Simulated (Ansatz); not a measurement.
Predict the output of the script below (Ansatz 0.2.0, Python API).

`run_tae.py`
```python
"""Energy to split CH8BNSi into its atoms."""

from collections import Counter

import ansatz as az
from ase import Atoms


def total_energy(molecule, charge=0, unpaired=0):
    calc = molecule.calculation().basis(gaussian="def2-TZVPP").functional("pbe0")
    if charge:
        calc = calc.charge(charge)
    if unpaired:
        calc = calc.spin("collinear", total=unpaired)
    report = calc.run(threads=1, pin="off").report
    if report["published_state_doubts"]:
        print("  doubts:", report["published_state_doubts"])
    return report["free_energy_ev"]

atoms = Atoms(["C", "B", "Si", "N", "H", "H", "H", "H", "H", "H", "H", "H"], positions=[
    (-1.0672, 1.1988, -0.5771),
    (-0.449, 0.6281, 0.7125),
    (1.1149, -0.4735, 0.572),
    (0.8793, -1.9073, -0.4192),
    (-0.5425, 0.9423, -1.5113),
    (-1.1284, 2.3659, -0.5105),
    (-2.1296, 0.872, -0.6724),
    (-0.8818, 0.8628, 1.7665),
    (1.5582, -0.8833, 1.9755),
    (2.2342, 0.3043, -0.0077),
    (0.4824, -1.5721, -1.3292),
    (0.0063, -2.3932, 0.0348),
])
geometry = az.Crystal.molecule_from_ase(atoms)

# Hund ground states
unpaired = {"C": 2, "B": 1, "Si": 2, "N": 3, "H": 1}
counts = Counter(site.symbol for site in geometry.cartesian_sites)
atom_energy = {s: total_energy(az.Crystal.molecule().atom(s, (0, 0, 0)), 0, unpaired[s]) for s in counts}
whole = total_energy(geometry, 0, 0)
for s, e in atom_energy.items():
    print(f"{s:2s} x{counts[s]}  {e:14.5f} eV")
print(f"CH8BNSi: {whole:.5f} eV")
split = sum(counts[s] * e for s, e in atom_energy.items()) - whole
print(f"atomisation energy (no zero-point term): {96.485332 * split:.1f} kJ/mol, {split / sum(counts.values()):.3f} eV an atom")
```

`python run_tae.py` gives:
```text
C  x1     -1028.73662 eV
B  x1      -669.89743 eV
Si x1     -7870.87931 eV
N  x1     -1484.21287 eV
H  x8       -13.63389 eV
CH8BNSi: -11204.86105 eV
atomisation energy (no zero-point term): 4058.5 kJ/mol, 3.505 eV an atom
```

4058.5 kJ/mol from the electronic energies, without the zero-point term.

Total energies depend on the basis set; only differences at equal settings carry meaning. The geometry is a force-field or estimated start, not a minimum of this method, and the basis set is short of its limit. All parts are taken at fixed geometry, without zero-point energy. Finished in 10 s on 1 thread of Arm Neoverse V1, on a shared host, peak memory 0.5 GiB.
